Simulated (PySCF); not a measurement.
# CH5FOSn (SMILES [CH3][SnH]([OH])[F]) at 3 levels

Aim: a comparison of 3 runs (HF/STO-3G, B3LYP/def2-SVP, MP2/def2-SVPD) of CH5FOSn. 

Program for the calculation: PySCF 2.14.0.

### Step 1. Starting point

The species is CH5FOSn (9 atoms), meant as a singlet with charge 0. As SMILES, `[CH3][SnH]([OH])[F]`. The coordinates come from a PBE0-D4/def2-TZVP relaxation. This is one conformer, not always the lowest.

Bond lengths: C1–Sn2 2.120 Å, Sn2–O3 1.954 Å, Sn2–F4 1.928 Å, C1–H5 1.090 Å, C1–H6 1.090 Å, C1–H7 1.090 Å, Sn2–H8 1.697 Å, O3–H9 0.960 Å. Some angles: C1–Sn2–O3 112.2°, C1–Sn2–F4 104.4°, O3–Sn2–F4 104.6°, C1–Sn2–H8 121.5°, O3–Sn2–H8 105.6°, F4–Sn2–H8 107.3°, Sn2–C1–H5 109.8°, Sn2–C1–H6 110.0°, Sn2–C1–H7 108.7°, Sn2–O3–H9 113.8°.

### Step 2. Energy and gradient at HF/STO-3G (run 1)

run.py reads:

```python
from pyscf import gto, scf

system = gto.M(
    atom='''
C   -0.348000   1.320900  -0.172600
Sn  -0.271200  -0.757400   0.237600
O    1.527400  -1.346400   0.725000
F   -0.613200  -1.596000  -1.464600
H   -1.361700   1.603400  -0.455800
H   -0.043600   1.885400   0.708500
H    0.329800   1.539100  -0.997600
H   -1.308700  -1.477000   1.371800
H    2.177700  -1.218400   0.030600
''',
    verbose=3,
    max_memory=1860,
    basis='sto-3g',
)

mf = scf.RHF(system)
mf.conv_tol = 1e-10
mf.kernel()
if not mf.converged:
    mf = mf.newton().run(mf.mo_coeff, mf.mo_occ)

e_final = mf.e_tot
print(f'total energy: {e_final:.8f} hartree')
grad = mf.nuc_grad_method().kernel()
mf.analyze()
```

Run with:

```bash
OMP_NUM_THREADS=1 python run.py
```

What it wrote:

```text
converged SCF energy = -6175.51509028376
total energy: -6175.51509028 hartree
--------------- RHF gradients ---------------
         x                y                z
0 C     0.0010594439     0.0159083104    -0.0086467191
1 Sn    -0.0010744628     0.0248297785     0.0107471710
2 O     0.0329976280     0.0024850496    -0.0286617003
3 F    -0.0037528616    -0.0083281027    -0.0176471034
4 H    -0.0095022442    -0.0040649107    -0.0016416292
5 H     0.0033526896    -0.0024046730     0.0104398096
6 H     0.0064290113    -0.0041035902    -0.0067140754
7 H    -0.0134908176    -0.0161324461     0.0138136990
8 H    -0.0160183866    -0.0081894159     0.0283105479
----------------------------------------------
**** MO energy ****
MO #1   energy= -1029.92723657699  occ= 2
MO #2   energy= -153.558057100465  occ= 2
MO #3   energy= -145.387896863233  occ= 2
MO #4   energy= -145.387726354888  occ= 2
MO #5   energy= -145.387473078209  occ= 2
MO #6   energy= -29.6331240080784  occ= 2
MO #7   energy= -26.6158881142684  occ= 2
MO #8   energy= -26.6154345122634  occ= 2
MO #9   energy= -26.6147165649987  occ= 2
MO #10  energy= -25.7534399907655  occ= 2
MO #11  energy= -20.1384751480569  occ= 2
MO #12  energy= -18.2182342291032  occ= 2
MO #13  energy= -18.2179659767492  occ= 2
MO #14  energy= -18.2175434209604  occ= 2
MO #15  energy= -18.216777425387   occ= 2
MO #16  energy= -18.2165555959975  occ= 2
MO #17  energy= -10.9901439467157  occ= 2
MO #18  energy= -4.8409921967533   occ= 2
MO #19  energy= -3.59481496365567  occ= 2
MO #20  energy= -3.59383969185981  occ= 2
MO #21  energy= -3.59132614304801  occ= 2
MO #22  energy= -1.36318339568656  occ= 2
MO #23  energy= -1.19606266097344  occ= 2
MO #24  energy= -0.935804813492971 occ= 2
MO #25  energy= -0.919849730345696 occ= 2
MO #26  energy= -0.915060107034355 occ= 2
MO #27  energy= -0.913948882603618 occ= 2
MO #28  energy= -0.912244768093576 occ= 2
MO #29  energy= -0.872807433673482 occ= 2
MO #30  energy= -0.559375097603517 occ= 2
MO #31  energy= -0.526395408937978 occ= 2
MO #32  energy= -0.525119740819781 occ= 2
MO #33  energy= -0.476349250171384 occ= 2
MO #34  energy= -0.42607058882257  occ= 2
MO #35  energy= -0.404227000362804 occ= 2
MO #36  energy= -0.373172066525774 occ= 2
MO #37  energy= -0.358438502789142 occ= 2
MO #38  energy= -0.323954655581515 occ= 2
MO #39  energy= -0.315683008187862 occ= 2
MO #40  energy= 0.373015536330565  occ= 0
MO #41  energy= 0.403376675978683  occ= 0
MO #42  energy= 0.421163465919022  occ= 0
MO #43  energy= 0.520450874541526  occ= 0
MO #44  energy= 0.719726849235503  occ= 0
MO #45  energy= 0.725678046292835  occ= 0
MO #46  energy= 0.743414995756569  occ= 0
MO #47  energy= 0.746317408105846  occ= 0
 ** Mulliken atomic charges  **
charge of    0C =     -0.28039
charge of    1Sn =      0.96235
charge of    2O =     -0.39645
charge of    3F =     -0.31580
charge of    4H =      0.03046
charge of    5H =      0.02938
charge of    6H =      0.03059
charge of    7H =     -0.15854
charge of    8H =      0.09840
Dipole moment(X, Y, Z, Debye): -0.49872,  1.49497,  0.33156
```

It took 6.6 s on 1 thread of Intel Xeon at 2.70GHz, shared host; peak memory 0.12 GiB.

### Step 3. Energy and forces at B3LYP/def2-SVP (core potential) (run 2)

job.py reads:

```python
import pyscf.grad
from pyscf import gto, dft

mol = gto.Mole()
mol.atom = '''
C     -0.348000     1.320900    -0.172600
Sn    -0.271200    -0.757400     0.237600
O      1.527400    -1.346400     0.725000
F     -0.613200    -1.596000    -1.464600
H     -1.361700     1.603400    -0.455800
H     -0.043600     1.885400     0.708500
H      0.329800     1.539100    -0.997600
H     -1.308700    -1.477000     1.371800
H      2.177700    -1.218400     0.030600
'''
mol.verbose = 4
mol.max_memory = 1860
mol.basis = 'def2-svp'
mol.ecp = {'Sn': 'def2-svp'}
mol.build()

myscf = dft.RKS(mol)
myscf.xc = 'b3lyp'
myscf.conv_tol = 1e-10
myscf.grids.level = 5
myscf.kernel()
if not myscf.converged:
    myscf = myscf.newton().run(myscf.mo_coeff, myscf.mo_occ)

e_final = myscf.e_tot
print(f'total energy: {e_final:.8f} hartree')
grad = myscf.Gradients().kernel()
myscf.analyze()
```

Run with:

```bash
OMP_NUM_THREADS=1 python job.py
```

What it wrote:

```text
PySCF version 2.14.0

[... 96 lines left out ...]
One-electron Energy =                -1106.604894307329005
[... 13 lines left out ...]
MO #9   energy= -1.06083606589298  occ= 2
[... 11 lines left out ...]
MO #21  energy= -0.374493577116182 occ= 2
[... 11 lines left out ...]
MO #33  energy= 0.126800747562963  occ= 0
[... 11 lines left out ...]
MO #45  energy= 0.641010991921103  occ= 0
[... 11 lines left out ...]
MO #57  energy= 1.22900556241995   occ= 0
[... 11 lines left out ...]
MO #69  energy= 1.75502118277059   occ= 0
[... 11 lines left out ...]
MO #81  energy= 2.88937018751858   occ= 0
[... 11 lines left out ...]
MO #93  energy= 51.8392952053575   occ= 0
[... 105 lines left out ...]
Dipole moment(X, Y, Z, Debye): -0.13918,  2.75979,  0.72873
```

It took 51 s on 1 thread of Intel Xeon at 2.70GHz, shared host; peak memory 0.92 GiB.

### Step 4. Energy and gradient at MP2/def2-SVPD (core potential) (run 3)

calc.py reads:

```python
# [CH3][SnH]([OH])[F]
import pyscf.grad
from pyscf import gto, mp

molecule = gto.M(
    atom='''
C       -0.348000       1.320900      -0.172600
Sn      -0.271200      -0.757400       0.237600
O        1.527400      -1.346400       0.725000
F       -0.613200      -1.596000      -1.464600
H       -1.361700       1.603400      -0.455800
H       -0.043600       1.885400       0.708500
H        0.329800       1.539100      -0.997600
H       -1.308700      -1.477000       1.371800
H        2.177700      -1.218400       0.030600
''',
    ecp={'Sn': 'def2-svp'},
    verbose=3,
    spin=0,
    max_memory=1860,
    basis='def2-svpd',
)

hf = molecule.RHF()
hf.conv_tol = 1e-10
hf.kernel()
if not hf.converged:
    hf = hf.newton().run(hf.mo_coeff, hf.mo_occ)

pt = mp.MP2(hf, frozen=7).run()
e_tot = pt.e_tot
print('Final energy', e_tot)
grad = pt.Gradients().kernel()
dip = hf.dip_moment()
pop, q = hf.mulliken_pop()
```

Run with:

```bash
OMP_NUM_THREADS=1 python calc.py
```

What it wrote:

```text
converged SCF energy = -428.309534372605
[... 2 lines left out ...]
Final energy -428.9919210326784
[... 8 lines left out ...]
Dipole moment(X, Y, Z, Debye): -0.45866,  3.08294,  1.00571
[... 148 lines left out ...]
charge of    8H =      0.21687
```

Wall time 77 s (1 thread of Intel Xeon at 2.70GHz, shared host); peak memory 1.9 GiB.

### Step 5. All runs side by side

| run | level | core potential | integration grid | energy (Eh) | dipole moment (D) of the reference | HOMO energy (eV) | LUMO energy (eV) | wall time |
| --- | --- | --- | --- | --- | --- | --- | --- | --- |
| 1 | HF/STO-3G | – | – | -6175.515090 | 1.61 | -8.59 | 10.15 | 6.6 s |
| 2 | B3LYP/def2-SVP (core potential) | def2-svp | 5 | -430.409649 | 2.86 | -7.97 | -0.36 | 51 s |
| 3 | MP2/def2-SVPD (core potential) | def2-svp | – | -428.991921 | 3.28 | -11.92 | 1.78 | 77 s |

### Step 6. Outcome

| quantity | value |
| --- | --- |
| run 3: total energy | -428.99192 Eh |
| run 3: dipole moment (Hartree–Fock density) | 3.28 D |
| run 3: HOMO energy (Hartree–Fock orbitals) | -11.92 eV |
| run 3: LUMO energy (Hartree–Fock orbitals) | 1.78 eV |
| run 3: HOMO–LUMO gap (Hartree–Fock orbitals) | 13.70 eV |
| run 3: correlation energy (7 core orbitals frozen) | -682.4 mEh |
| run 3: largest force on an atom | 1.042 eV/Å |

**Reading.** Some runs of one species differ in core potentials or relativity; totals across that change don't compare. In run 1 the basis is minimal, so the values are rough. In run 1 relativity is left out where basis or elements ask for it. All runs together took 2.2 min, the longest 77 s.
